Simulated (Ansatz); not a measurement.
This script makes the interaction energy of a dimer with the counterpoise correction of CH₄OSi, SMILES C[Si]O with the Python package of Ansatz (0.2.0).

Script `dimer_ch4osi.py`:
```python
'''Binding of a CH4OSi dimer at a trial geometry.'''

import ansatz as az

FIRST = [
    ('C', (-0.6867, 0.4626, -0.293)),
    ('Si', (1.0374, 0.0906, -0.5719)),
    ('O', (1.5239, -1.1918, 0.3293)),
    ('H', (-1.308, -0.3262, -0.5657)),
    ('H', (-1.0378, 1.3517, -0.9389)),
    ('H', (-0.9294, 0.7839, 0.7389)),
    ('H', (1.4004, -1.1709, 1.3012)),
]
SECOND = [
    ('C', (3.8602, 2.1101, -4.5991)),
    ('Si', (2.5918, 1.5287, -3.4848)),
    ('O', (3.0612, 1.6747, -1.919)),
    ('H', (4.0724, 3.1193, -4.4608)),
    ('H', (3.5268, 2.0269, -5.7004)),
    ('H', (4.8021, 1.5278, -4.5718)),
    ('H', (3.8975, 1.2559, -1.6268)),
]

def energy(atoms, ghosts=()):
    molecule = az.Crystal.molecule()
    for symbol, xyz in atoms:
        molecule = molecule.atom(symbol, xyz)
    calc = (
        molecule.calculation()
        .basis(gaussian='cc-pVDZ')
        .functional('b3lyp')
    )
    deck = calc.input()
    if ghosts:
        deck = deck.set(az.key.basis.gaussian.ghost_atoms, [{'symbol': s, 'position_ang': list(xyz)} for s, xyz in ghosts])
    return az.Session.from_dict(deck).plan().execute().report['free_energy_ev']


def main() -> None:
    # ghost atoms carry the functions of the partner
    both = energy(FIRST + SECOND)
    alone = energy(FIRST) + energy(SECOND)
    ghosted = energy(FIRST, SECOND) + energy(SECOND, FIRST)
    print(f'dimer {both:.6f} eV')
    print(f'interaction, uncorrected   {(both - alone):8.3f} eV')
    print(f'interaction, counterpoise  {(both - ghosted):8.3f} eV')
    print(f'basis-set superposition    {(alone - ghosted):8.3f} eV')


if __name__ == '__main__':
    main()
```

How large is the interaction at this pose, and how much of it is basis-set superposition?

Uncorrected it is 0.388 eV, with the counterpoise correction 0.487 eV; the difference, 0.10 eV, is the superposition error. In this basis both values are repulsive.

What the script printed:

```console
$ python dimer_ch4osi.py
dimer -22052.966787 eV
interaction, uncorrected      0.388 eV
interaction, counterpoise     0.487 eV
basis-set superposition       0.099 eV
```

Reading the output:
- Total energies depend on the basis set; only differences at equal settings carry meaning.
- The dimer is a generated trial pose of unrelaxed monomers, not a minimum, so the figure is no binding energy, and the basis set is small.
- b3lyp holds the VWN-RPA fit, as in Gaussian; the form of ORCA and Turbomole is b3lyp5.
- This level lacks the dispersion part of the attraction (electrostatics and induction are there), which can decide the sign where the interaction is weak.
- Wall time of the script: 15 s on 1 thread of AMD EPYC 7R43 64-Core Processor (Zen 3) (shared host), peak memory 0.35 GiB.

(Lines on the test bed's own set-up are left out of the output.)
